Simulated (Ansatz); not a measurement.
# Ru2Pt: from a guess to a relaxed structure, part 1 of 2

Where does this trial cell of Ru2Pt go when cell and atoms are let free?

Method: DFT PBE, scalar-relativistic, plane waves, PAW, in Ansatz 0.2.0.

## Step 1: The system as given

The structure is hexagonal, space group P6/mmm (No. 191). Conventional cell: a = 3.666 Å, b = 3.666 Å, c = 3.622 Å, α = 90.00°, β = 90.00°, γ = 120.00°. Ru (site symmetry -6m2) has 3 Ru at 2.12 Å as nearest neighbours. Around Pt (site symmetry 6/mmm) lie 12 Ru at 2.79 Å.

Coordinates:

```xyz
3
Lattice="3.6661 0.0000 0.0000 -1.8330 3.1749 0.0000 0.0000 0.0000 3.6220" Properties=species:S:1:pos:R:3 pbc="T T T"
Ru    0.0000    2.1166    1.8110
Ru    1.8330    1.0583    1.8110
Pt    0.0000    0.0000    0.0000
```

A structure generator made this guess: species swapped into a database cell of DyGa2 (P6/mmm, No. 191), with Pt on the Dy sites and Ru on the Ga sites. Its size is a rough estimate.

## Step 2: A first look at the guess

input.yaml reads:

```yaml
crystal:
  lattice:
    - [3.66608499, 0.0, 0.0]
    - [-1.8330425, 3.17492274, 0.0]
    - [0.0, 0.0, 3.62198981]
  atoms:
    - { symbol: Ru, position: [0.33333333, 0.66666667, 0.5] }
    - { symbol: Ru, position: [0.66666667, 0.33333333, 0.5] }
    - { symbol: Pt, position: [0.0, 0.0, 0.0] }
basis:
  ecutwfc: 420
kpoints:
  mp_grid: { grid: [6, 6, 6] }
hamiltonian:
  xc: pbe
scf:
  occupations: { method: gaussian, width: 0.1 }
  lower_state_search: "off"
output:
  forces: true
  stress: true
  eigenvalues: true
```

Run with:

```
$ ansatz run input.yaml --threads 1 --pin off --max-ram 2560MiB --backend cpu --events-out ev --progress --plain --runs-dir out
```

Log (excerpt; [...] marks lines left out):

```text
Warning: RAYON_NUM_THREADS=1 ignored (pool sized by the plan → 1); use --threads N
[...]
Pseudopotentials: kind: paw
Pseudopotential: Ru, paw, valence charge 16, recommended cutoff 420 eV (normal), Ru.paw.azcp
Pseudopotential: Pt, paw, valence charge 18, recommended cutoff 420 eV (normal), Pt.paw.azcp
Functional definition: PBE
[...]
Crystal: 3 atoms, lattice volume = 42.158 Å³
Basis set: ecut = 420 eV, 829 PW (Γ), exchange–correlation on 50×50×50 points (8 copies of the dense FFT grid, shifted against one another)
Bands: 30, of which v1, the nominal top of the filled ones, is band 25 counted from 1 (24 counted from 0)
Symmetry: 24 space group operations
Space group: P6/mmm (ITA 191), of the structure as read, at distance tolerance 3.5e-5 Å
k-points: 28 of 216
[...]
SCF iter   1: F=—  HF=-24275.798968 eV  |F-HF|=—  |Δ(HF+E_count)|=         —  Δρ=1.54e-2  dr2=7.20e-2  ethr=1.77e-3  ⟨swp⟩=5.1  Hψ=3130  notcnv=0
[...]
SCF iter   7: F=-24275.769755 eV  HF=-24275.769755 eV  |F-HF|=2.55e-10  |Δ(HF+E_count)|=   1.07e-7  Δρ=6.18e-6  dr2=1.20e-8  ethr=2.00e-10  ⟨swp⟩=5.9  Hψ=3444  notcnv=0
[...]
SCF converged after 7 iterations
Free energy (F): -24275.769755 eV
[...]
E sigma→0 (E₀):  -24275.762159 eV
Entropy (-TS):   -0.015192 eV (-5.064 meV/atom)
Fermi energy:    23.959391 eV
[...]
--- Forces (eV/Å), atoms counted from 1 ---
  atom   1  Ru    -0.00000000    -0.00000000     0.00000000
  atom   2  Ru     0.00000000     0.00000000    -0.00000000
  atom   3  Pt    -0.00000000     0.00000000     0.00000000
[...]
--- Stress (GPa, compression-positive) ---
       97.649164      -0.000000       0.000000
       -0.000000      97.649164       0.000000
        0.000000       0.000000      12.369868
  P = ⅓ Tr σ = 69.2227 GPa (692.227 kbar)
--- Band table (eV; the first three rows and the last of 28) ---
[...]
```

It took 2 s on 1 thread of Intel Xeon Platinum 8488C (Sapphire Rapids), shared host; peak memory 0.38 GiB.

Read-out: pressure 69.2 GPa, largest force 0.00 eV/Å, gap on this mesh none (metal). A cheap, loose relaxation comes first.

## Step 3: Rough relaxation on the coarse mesh

input.yaml: that of step 2 with these lines changed.

```diff
@@ -22 +22,6 @@
   eigenvalues: true
+relax:
+  adjacent_minimum: "off"
+  f_tol: 0.04
+  max_steps: 70
+  cell: { stress_tol: 0.4 }
```

Run with:

```
$ ansatz run input.yaml --threads 1 --pin off --max-ram 2560MiB --backend cpu --events-out ev --progress --plain --runs-dir out
```

Log:

```text
Warning: RAYON_NUM_THREADS=1 ignored (pool sized by the plan → 1); use --threads N
Engine: ansatz 0.2.0, x86_64-unknown-linux-gnu
[... 4 set-up lines as earlier in the session ...]
  parameter kappa = 0.804
  parameter beta = 0.06672455060314922
  exchange = pbe_x(kappa = kappa, mu = beta*pi^2/3)
  correlation = pbe_c(beta = beta)
Crystal: 3 atoms, lattice volume = 42.158 Å³
Basis set: ecut = 420 eV, 829 PW (Γ), exchange–correlation on 50×50×50 points (8 copies of the dense FFT grid, shifted against one another)
Bands: 30, of which v1, the nominal top of the filled ones, is band 25 counted from 1 (24 counted from 0)
[... 2 set-up lines as earlier in the session ...]
k-points: 28 of 216
Non-local potential: Ru, projectors of the file, l = 0: 3, l = 1: 2, l = 2: 2, l = 3: 1
Non-local potential: Pt, projectors of the file, l = 0: 3, l = 1: 2, l = 2: 2, l = 3: 1
PAW form: soft (Blöchl's): semilocal exchange-correlation on the pseudo side does not see the compensation charge
PAW one-centre angular grid: Ru, 590 points (default); XC on 64 Gauss nodes
PAW one-centre angular grid: Pt, 590 points (default); XC on 64 Gauss nodes
Initial density: superposition of atomic densities (neutral atoms: chi_scale 0, normalization atom), corrected by the library's trained network
Initial wavefunctions: pseudopotential atomic-orbital guess
Functional: x = pbe(κ = 0.804, μ = 0.2195149727645171), c = pbe(β = 0.06672455060314922)
SCF iter   1: F=—  HF=-24275.798968 eV  |F-HF|=—  |Δ(HF+E_count)|=         —  Δρ=1.54e-2  dr2=7.20e-2  ethr=1.77e-3  ⟨swp⟩=5.1  Hψ=3130  notcnv=0
preconditioner: auto → Kerker (q_TF=auto, 2.807 Å⁻¹)  [metal: Δε(μ)=0.043 eV  Ē_g=6.562 eV  σ=0.100 eV  W_gap=0.23  n_scr=20 (ndim 8)  ℏωp=29.2 eV  f_vac=0.000  D(μ)=3.12/eV (n_scr^D=28)]
SCF iter   2: F=—  HF=-24275.782095 eV  |F-HF|=—  |Δ(HF+E_count)|=   1.69e-2  Δρ=8.39e-3  dr2=2.98e-2  ethr=1.44e-4  ⟨swp⟩=1.0  Hψ=1064  notcnv=0
SCF iter   3: F=—  HF=-24275.770571 eV  |F-HF|=—  |Δ(HF+E_count)|=   1.15e-2  Δρ=1.67e-3  dr2=2.43e-3  ethr=5.96e-5  ⟨swp⟩=2.0  Hψ=1154  notcnv=0
SCF iter   4: F=—  HF=-24275.769821 eV  |F-HF|=—  |Δ(HF+E_count)|=   7.50e-4  Δρ=5.86e-4  dr2=1.45e-4  ethr=4.86e-6  ⟨swp⟩=2.0  Hψ=1378  notcnv=0
SCF iter   5: F=—  HF=-24275.769802 eV  |F-HF|=—  |Δ(HF+E_count)|=   1.89e-5  Δρ=1.57e-4  dr2=1.01e-5  ethr=2.90e-7  ⟨swp⟩=2.0  Hψ=1396  notcnv=0
SCF iter   6: F=—  HF=-24275.769755 eV  |F-HF|=—  |Δ(HF+E_count)|=   4.70e-5  Δρ=3.26e-5  dr2=2.52e-7  ethr=2.03e-8  ⟨swp⟩=2.0  Hψ=1182  notcnv=0
SCF iter   7: F=-24275.769755 eV  HF=-24275.769755 eV  |F-HF|=1.53e-10  |Δ(HF+E_count)|=   1.06e-7  Δρ=6.22e-6  dr2=1.22e-8  ethr=2.00e-10  ⟨swp⟩=5.9  Hψ=3446  notcnv=0
SCF 1 converged in 7 iterations: F = -24275.769755 eV  dr2 = 1.22e-8
relax step   1: F+E_penalty+E_count = -24275.76975502 eV  Δ(F+E_penalty+E_count) = +0.000e0 eV  max|allowed force component| = 2.961e-16 eV/Å  Δτ_max = 0.0000 Å  P = +69.223 GPa  Ω = 42.158 Å³  (7 SCF iters, dr2 threshold 1.00e-7 eV, accepted)
Crystal: 3 atoms, lattice volume = 46.693 Å³
Basis set: ecut = 420 eV, 901 PW (Γ), exchange–correlation on 50×50×50 points (8 copies of the dense FFT grid, shifted against one another)
Initial density: handed on by an earlier stage of this run
Initial wavefunctions: those handed on with the density
iter 1 solved again at ethr=3.52e-4 eV; its pass at ethr=3.10e-3 eV (dr2=1.76e-1 eV) is discarded
SCF iter   1: F=—  HF=-24277.536093 eV  |F-HF|=—  |Δ(HF+E_count)|=         —  Δρ=1.52e-2  dr2=1.76e-1  ethr=3.52e-4  ⟨swp⟩=1.0  Hψ=4532  notcnv=0
preconditioner: auto → Kerker (q_TF=auto, 2.760 Å⁻¹)  [metal: Δε(μ)=0.039 eV  Ē_g=5.747 eV  σ=0.100 eV  W_gap=0.22  n_scr=20 (ndim 8)  ℏωp=27.7 eV  f_vac=0.000  D(μ)=4.64/eV (n_scr^D=70)]
SCF iter   2: F=—  HF=-24277.521285 eV  |F-HF|=—  |Δ(HF+E_count)|=   1.48e-2  Δρ=7.07e-3  dr2=4.12e-2  ethr=3.52e-4  ⟨swp⟩=1.0  Hψ=840  notcnv=0
SCF iter   3: F=—  HF=-24277.516500 eV  |F-HF|=—  |Δ(HF+E_count)|=   4.79e-3  Δρ=1.23e-3  dr2=8.79e-4  ethr=8.24e-5  ⟨swp⟩=1.1  Hψ=843  notcnv=0
SCF iter   4: F=—  HF=-24277.516308 eV  |F-HF|=—  |Δ(HF+E_count)|=   1.92e-4  Δρ=2.46e-4  dr2=4.53e-5  ethr=1.76e-6  ⟨swp⟩=2.4  Hψ=1402  notcnv=0
SCF iter   5: F=—  HF=-24277.516257 eV  |F-HF|=—  |Δ(HF+E_count)|=   5.08e-5  Δρ=6.45e-5  dr2=2.84e-6  ethr=9.07e-8  ⟨swp⟩=2.2  Hψ=1207  notcnv=0
SCF iter   6: F=—  HF=-24277.516257 eV  |F-HF|=—  |Δ(HF+E_count)|=   5.13e-7  Δρ=2.19e-5  dr2=3.54e-7  ethr=6.00e-10  ⟨swp⟩=6.0  Hψ=3597  notcnv=0
SCF iter   7: F=-24277.516257 eV  HF=-24277.516257 eV  |F-HF|=7.60e-10  |Δ(HF+E_count)|=   3.75e-8  Δρ=4.43e-6  dr2=6.40e-9  ethr=6.00e-10  ⟨swp⟩=4.0  Hψ=2635  notcnv=0
SCF 2 converged in 7 iterations: F = -24277.516257 eV  dr2 = 6.40e-9
relax step   2: F+E_penalty+E_count = -24277.51625680 eV  Δ(F+E_penalty+E_count) = -1.747e0 eV  max|allowed force component| = 1.095e-16 eV/Å  Δτ_max = 0.0000 Å  P = +22.104 GPa  Ω = 46.693 Å³  energy of the carried Pulay correction = -2.590e-3 eV  (7 SCF iters, dr2 threshold 3.00e-7 eV, accepted)
Crystal: 3 atoms, lattice volume = 47.588 Å³
Basis set: ecut = 420 eV, 935 PW (Γ), exchange–correlation on 50×50×50 points (8 copies of the dense FFT grid, shifted against one another)
iter 1 solved again at ethr=5.76e-5 eV; its pass at ethr=3.10e-3 eV (dr2=2.88e-2 eV) is discarded
SCF iter   1: F=—  HF=-24278.254898 eV  |F-HF|=—  |Δ(HF+E_count)|=         —  Δρ=7.89e-3  dr2=2.79e-2  ethr=5.76e-5  ⟨swp⟩=1.3  Hψ=4293  notcnv=0
preconditioner: auto → Kerker (q_TF=auto, 2.751 Å⁻¹)  [metal: Δε(μ)=0.048 eV  Ē_g=5.440 eV  σ=0.100 eV  W_gap=0.27  n_scr=20 (ndim 8)  ℏωp=27.4 eV  f_vac=0.000  D(μ)=6.18/eV (n_scr^D=94)]
SCF iter   2: F=—  HF=-24278.251518 eV  |F-HF|=—  |Δ(HF+E_count)|=   3.38e-3  Δρ=3.87e-3  dr2=8.04e-3  ethr=5.57e-5  ⟨swp⟩=1.0  Hψ=840  notcnv=0
SCF iter   3: F=—  HF=-24278.250393 eV  |F-HF|=—  |Δ(HF+E_count)|=   1.13e-3  Δρ=9.03e-4  dr2=4.11e-4  ethr=1.61e-5  ⟨swp⟩=2.4  Hψ=1222  notcnv=0
SCF iter   4: F=—  HF=-24278.250325 eV  |F-HF|=—  |Δ(HF+E_count)|=   6.79e-5  Δρ=1.90e-4  dr2=2.23e-5  ethr=8.22e-7  ⟨swp⟩=2.3  Hψ=1381  notcnv=0
SCF iter   5: F=—  HF=-24278.250265 eV  |F-HF|=—  |Δ(HF+E_count)|=   6.00e-5  Δρ=5.12e-5  dr2=1.45e-6  ethr=4.45e-8  ⟨swp⟩=2.2  Hψ=1267  notcnv=0
SCF iter   6: F=-24278.250265 eV  HF=-24278.250265 eV  |F-HF|=1.45e-8  |Δ(HF+E_count)|=   2.59e-8  Δρ=1.18e-5  dr2=6.00e-8  ethr=6.00e-10  ⟨swp⟩=4.9  Hψ=3339  notcnv=0
SCF 3 converged in 6 iterations: F = -24278.250265 eV  dr2 = 6.00e-8
relax step   3: F+E_penalty+E_count = -24278.25026513 eV  Δ(F+E_penalty+E_count) = -7.340e-1 eV  max|allowed force component| = 5.551e-17 eV/Å  Δτ_max = 0.0000 Å  P = +6.796 GPa  Ω = 47.588 Å³  energy of the carried Pulay correction = -3.311e-3 eV  (6 SCF iters, dr2 threshold 3.00e-7 eV, accepted)
[... from here on, the SCF cycles and remarks between the steps are left out ...]
relax step   4: F+E_penalty+E_count = -24278.70394682 eV  Δ(F+E_penalty+E_count) = -4.537e-1 eV  max|allowed force component| = 1.619e-16 eV/Å  Δτ_max = 0.0000 Å  P = +0.874 GPa  Ω = 47.169 Å³  energy of the carried Pulay correction = -3.321e-3 eV  (6 SCF iters, dr2 threshold 3.00e-7 eV, accepted)
relax step   5: F+E_penalty+E_count = -24279.05226931 eV  Δ(F+E_penalty+E_count) = -3.483e-1 eV  max|allowed force component| = 8.018e-17 eV/Å  Δτ_max = 0.0000 Å  P = -0.243 GPa  Ω = 46.053 Å³  energy of the carried Pulay correction = -2.940e-3 eV  (6 SCF iters, dr2 threshold 3.00e-7 eV, accepted)
relax step   6: F+E_penalty+E_count = -24279.31731719 eV  Δ(F+E_penalty+E_count) = -2.650e-1 eV  max|allowed force component| = 5.397e-17 eV/Å  Δτ_max = 0.0000 Å  P = +1.202 GPa  Ω = 44.678 Å³  energy of the carried Pulay correction = -2.395e-3 eV  (6 SCF iters, dr2 threshold 3.00e-7 eV, accepted)
relax step   7: F+E_penalty+E_count = -24279.44535567 eV  Δ(F+E_penalty+E_count) = -1.280e-1 eV  max|allowed force component| = 2.005e-17 eV/Å  Δτ_max = 0.0000 Å  P = +4.234 GPa  Ω = 43.351 Å³  energy of the carried Pulay correction = -1.854e-3 eV  (6 SCF iters, dr2 threshold 3.00e-7 eV, accepted)
relax step   8: F+E_penalty+E_count = -24279.45601579 eV  Δ(F+E_penalty+E_count) = -1.066e-2 eV  max|allowed force component| = 3.238e-17 eV/Å  Δτ_max = 0.0000 Å  P = +3.156 GPa  Ω = 43.267 Å³  energy of the carried Pulay correction = -1.869e-3 eV  (6 SCF iters, dr2 threshold 3.00e-7 eV, accepted)
relax step   9: F+E_penalty+E_count = -24279.46040642 eV  Δ(F+E_penalty+E_count) = -4.391e-3 eV  max|allowed force component| = 2.776e-17 eV/Å  Δτ_max = 0.0000 Å  P = +0.709 GPa  Ω = 43.633 Å³  energy of the carried Pulay correction = -2.065e-3 eV  (6 SCF iters, dr2 threshold 3.00e-7 eV, accepted)
relax step  10: F+E_penalty+E_count = -24279.46056612 eV  Δ(F+E_penalty+E_count) = -1.597e-4 eV  max|allowed force component| = 4.163e-17 eV/Å  Δτ_max = 0.0000 Å  P = -0.013 GPa  Ω = 43.735 Å³  energy of the carried Pulay correction = -2.122e-3 eV  (6 SCF iters, dr2 threshold 3.00e-7 eV, accepted)
relax step  11: F+E_penalty+E_count = -24279.55018617 eV  Δ(F+E_penalty+E_count) = -8.962e-2 eV  max|allowed force component| = 4.009e-17 eV/Å  Δτ_max = 0.0000 Å  P = +3.624 GPa  Ω = 43.735 Å³  stress off target by 5.34e0 GPa  SCF on the basis re-selected at this cell (its energy is not comparable with the rows above)  (6 SCF iters)
relax step  12: F+E_penalty+E_count = -24279.56353238 eV  Δ(F+E_penalty+E_count) = -1.335e-2 eV  max|allowed force component| = 4.318e-17 eV/Å  Δτ_max = 0.0000 Å  P = +0.587 GPa  Ω = 44.131 Å³  energy of the carried Pulay correction = -2.338e-4 eV  (6 SCF iters, dr2 threshold 3.00e-7 eV, accepted)
relax step  13: F+E_penalty+E_count = -24279.56372265 eV  Δ(F+E_penalty+E_count) = -1.903e-4 eV  max|allowed force component| = 3.238e-17 eV/Å  Δτ_max = 0.0000 Å  P = -0.062 GPa  Ω = 44.229 Å³  energy of the carried Pulay correction = -2.890e-4 eV  (6 SCF iters, dr2 threshold 3.00e-7 eV, accepted)
iter 1 solved again at ethr=2.85e-8 eV; its pass at ethr=3.10e-3 eV (dr2=1.43e-5 eV) is discarded
SCF iter   1: F=—  HF=-24279.563941 eV  |F-HF|=—  |Δ(HF+E_count)|=         —  Δρ=7.64e-5  dr2=2.35e-7  ethr=2.85e-8  ⟨swp⟩=3.0  Hψ=5332  notcnv=0
preconditioner: auto → none  [metal: Δε(μ)=0.058 eV  Ē_g=5.548 eV  σ=0.100 eV  W_gap=0.30  n_scr=8 (ndim 8)  ℏωp=28.5 eV  f_vac=0.000  D(μ)=4.52/eV (n_scr^D=56)]
SCF iter   2: F=—  HF=-24279.563967 eV  |F-HF|=—  |Δ(HF+E_count)|=   2.63e-5  Δρ=3.56e-5  dr2=3.92e-8  ethr=4.70e-10  ⟨swp⟩=2.8  Hψ=1546  notcnv=0
iter 3 did not close the SCF: its close was put off for the readings that it lacked (scf_convergence_deferred on its scf_iter line)
SCF iter   3: F=-24279.563968 eV  HF=-24279.563968 eV  |F-HF|=2.45e-8  |Δ(HF+E_count)|=   6.75e-7  Δρ=6.48e-6  dr2=1.60e-9  ethr=7.85e-11  ⟨swp⟩=2.5  Hψ=1452  notcnv=0
iter 4 did not close the SCF: its close was put off for the readings that it lacked (scf_convergence_deferred on its scf_iter line)
SCF iter   4: F=-24279.563968 eV  HF=-24279.563968 eV  |F-HF|=4.95e-10  |Δ(HF+E_count)|=   2.44e-8  Δρ=9.96e-7  dr2=6.51e-11  ethr=3.21e-12  ⟨swp⟩=2.7  Hψ=1589  notcnv=0
iter 5 did not close the SCF: its close was put off for the readings that it lacked (scf_convergence_deferred on its scf_iter line)
SCF iter   5: F=-24279.563968 eV  HF=-24279.563968 eV  |F-HF|=3.64e-12  |Δ(HF+E_count)|=  5.06e-10  Δρ=1.79e-7  dr2=4.02e-12  ethr=1.00e-12  ⟨swp⟩=1.0  Hψ=840  notcnv=0
SCF iter   6: F=-24279.563968 eV  HF=-24279.563968 eV  |F-HF|=1.09e-11  |Δ(HF+E_count)|=  1.46e-11  Δρ=1.41e-8  dr2=3.30e-14  ethr=1.00e-12  ⟨swp⟩=1.4  Hψ=1803  notcnv=0
SCF 14 converged in 6 iterations: F = -24279.563968 eV  dr2 = 3.30e-14
relax step  14: F+E_penalty+E_count = -24279.56396817 eV  Δ(F+E_penalty+E_count) = -2.455e-4 eV  max|allowed force component| = 3.238e-17 eV/Å  Δτ_max = 0.0000 Å  P = -0.080 GPa  Ω = 44.229 Å³  stress off target by 9.62e-2 GPa  SCF on the basis re-selected at this cell (its energy is not comparable with the rows above)  (6 SCF iters)
basis re-selected at this cell: Δ(F+E_penalty+E_count) = -2.455e-4 eV, ΔP = -0.018 GPa vs the last step (what re-selecting the basis moved, of the pressure what is left beyond the Pulay correction that the steps carried, after the strain that the cell walked since its last selection, with what the two solves' SCF thresholds leave and, on support functions, any second-order correction that the steps lacked; it is no measure of the basis error at this ecutwfc). This SCF's stress stands 9.62e-2 GPa from its target on what of the cell is left free (relax.cell.stress_tol is 4.00e-1 GPa) and its largest allowed force component is 3.24e-17 eV/Å (relax.f_tol is 4.00e-2 eV/Å): within both
SCF converged after 6 iterations
Free energy (F): -24279.563968 eV
Harris-Foulkes:  -24279.563968 eV  (|F-HF|=1.09e-11)
Internal energy: -24279.541354 eV  (E = F + TS)
E sigma→0 (E₀):  -24279.552661 eV
Entropy (-TS):   -0.022614 eV (-7.538 meV/atom)
Fermi energy:    22.387008 eV
--- Per-component energies (eV) ---
  E_band       = -291.504764
  E_kinetic    = 1664.626849
  E_local      = -4159.069982  (includes V_loc(G=0)·N_el)
  E_nonlocal   = 887.173140
  E_hartree    = 1414.238388
  E_xc         = -641.927698
  E_vxc        = -779.986583  (∫ρ·V_xc dr)
  E_paw        = -16375.952810  (= ΣΔE_a)
  E_vpaw       = -732.724849  (= ΣTr[D̂ρ^β])
  E_aug_tail   = -0.000112  (compensation charges beyond the density's cutoff)
  E_ewald      = -7068.629127
  E_smearing   = -0.022614  (= −TS)
  E_closure    = 0.000000  (closes the sum)
  Σ components = -24279.563968   (vs F -24279.563968, Δ=0.00e0)
--- Forces (eV/Å), atoms counted from 1 ---
  atom   1  Ru    -0.00000000    -0.00000000     0.00000000
  atom   2  Ru    -0.00000000     0.00000000    -0.00000000
  atom   3  Pt     0.00000000     0.00000000     0.00000000
  max |Σ_I F_I| component: 1.39e-17 eV/Å
--- Stress (GPa, compression-positive) ---
       -0.096162      -0.000000      -0.000000
       -0.000000      -0.096162       0.000000
       -0.000000       0.000000      -0.046919
  P = ⅓ Tr σ = -0.0797 GPa (-0.797 kbar)
--- Band table (eV; the first three rows and the last of 28) ---
  k-point 0: bands = ["-76.3515", "-50.7128", "-50.5168", "-30.5445", "-30.5445", "-30.4401", "-20.9987", "-20.9987", "-20.3517", "-20.3094", "-20.3094", "-20.2022", "13.5153", "16.1006", "18.2881", "18.2881", "18.9281", "18.9843", "18.9843", "19.1968", "20.0410", "20.0410", "20.0805", "20.0805", "21.1162", "21.1162", "23.5487", "23.5487", "29.4924", "30.6078"]
  k-point 1: bands = ["-76.3476", "-50.6995", "-50.5043", "-30.5363", "-30.5363", "-30.5212", "-20.9833", "-20.9833", "-20.4857", "-20.3237", "-20.2993", "-20.2993", "14.2755", "16.8443", "17.7192", "17.7192", "18.0408", "18.0408", "19.6053", "20.1092", "20.1092", "20.2224", "20.6057", "20.6057", "21.3792", "21.3792", "23.1835", "23.1835", "29.4157", "31.3026"]
  k-point 2: bands = ["-76.3397", "-50.6729", "-50.4791", "-30.6811", "-30.5198", "-30.5198", "-20.9526", "-20.9526", "-20.7479", "-20.5622", "-20.2790", "-20.2790", "16.0865", "16.7834", "16.7834", "16.9347", "16.9347", "18.1551", "20.2744", "20.2744", "20.6237", "20.6237", "21.6815", "21.8048", "21.8048", "22.7880", "22.9763", "22.9763", "28.6477", "30.5904"]
  k-point 27: bands = ["-76.3357", "-50.5636", "-50.5636", "-30.7621", "-30.5129", "-30.5129", "-21.0164", "-20.7758", "-20.7758", "-20.6052", "-20.6052", "-20.1794", "15.9433", "16.9829", "16.9829", "17.8475", "18.4167", "18.4167", "19.2674", "19.2674", "19.5433", "19.5433", "21.5569", "22.1995", "23.9919", "24.0865", "24.0865", "24.2754", "27.6521", "27.6521"]
--- Relaxed structure (12 steps of the walk, 12 accepted, 2 SCFs on fresh bases) ---
  F+E_penalty+E_count = -24279.56396817 eV   max|allowed force component| = 3.238e-17 eV/Å   (the final SCF, on the basis selected at the relaxed cell)
  cell:  # Å, volume = 44.2289 Å³
    - [4.343568134804131, 3.420215440587268e-9, 2.0286885410002104e-34]
    - [-2.1717840703640587, 3.76164034609886, -4.528135903162328e-34]
    - [8.90082562194126e-50, -3.3404795795220344e-34, 2.706961721682412]
  atoms:
    - { symbol: Ru, position: [0.3333333333333333, 0.6666666666666665, 0.5000000000000001] }
    - { symbol: Ru, position: [0.6666666666666665, 0.3333333333333332, 0.5000000000000001] }
    - { symbol: Pt, position: [9.267981070715197e-35, 4.381049611306963e-35, -3.315020231114116e-34] }
```

It took 30 s on 1 thread of Intel Xeon Platinum 8488C (Sapphire Rapids), shared host; peak memory 0.41 GiB.

Step by step:

```
step  E - E(step 1) (eV/cell)  largest force component (eV/Å)  pressure (GPa)  volume (Å³)
   1                   0.0000                          0.0000           69.22        42.16
   2                  -1.7465                          0.0000           22.10        46.69
   3                  -2.4805                          0.0000            6.80        47.59
   4                  -2.9342                          0.0000            0.87        47.17
   5                  -3.2825                          0.0000           -0.24        46.05
   6                  -3.5476                          0.0000            1.20        44.68
   7                  -3.6756                          0.0000            4.23        43.35
   8                  -3.6863                          0.0000            3.16        43.27
   9                  -3.6907                          0.0000            0.71        43.63
  10                  -3.6908                          0.0000           -0.01        43.73
  11                  -3.7804                          0.0000            3.62        43.73
  12                  -3.7938                          0.0000            0.59        44.13
  13                  -3.7940                          0.0000           -0.06        44.23
  14                  -3.7942                          0.0000           -0.08        44.23
```

Step 1 is the start. Steps 11, 14 each repeat the geometry before them on a plane-wave basis chosen anew, so the energy can jump there without any move.

|  | before | after | change |
| --- | --- | --- | --- |
| a (Å) | 3.666 | 4.344 | +18.5 % |
| b (Å) | 3.666 | 4.344 | +18.5 % |
| c (Å) | 3.622 | 2.707 | -25.3 % |
| volume (Å³/atom) | 14.05 | 14.74 | +4.9 % |
| shortest distance (Å) | 2.117 | 2.508 | +18.5 % |
| space group (0.01 Å) | P6/mmm | P6/mmm | same |

Forces and stress were held to the start's 24 operations: a distortion of lower symmetry was not tested.

(Continued in part 2 of 2.)
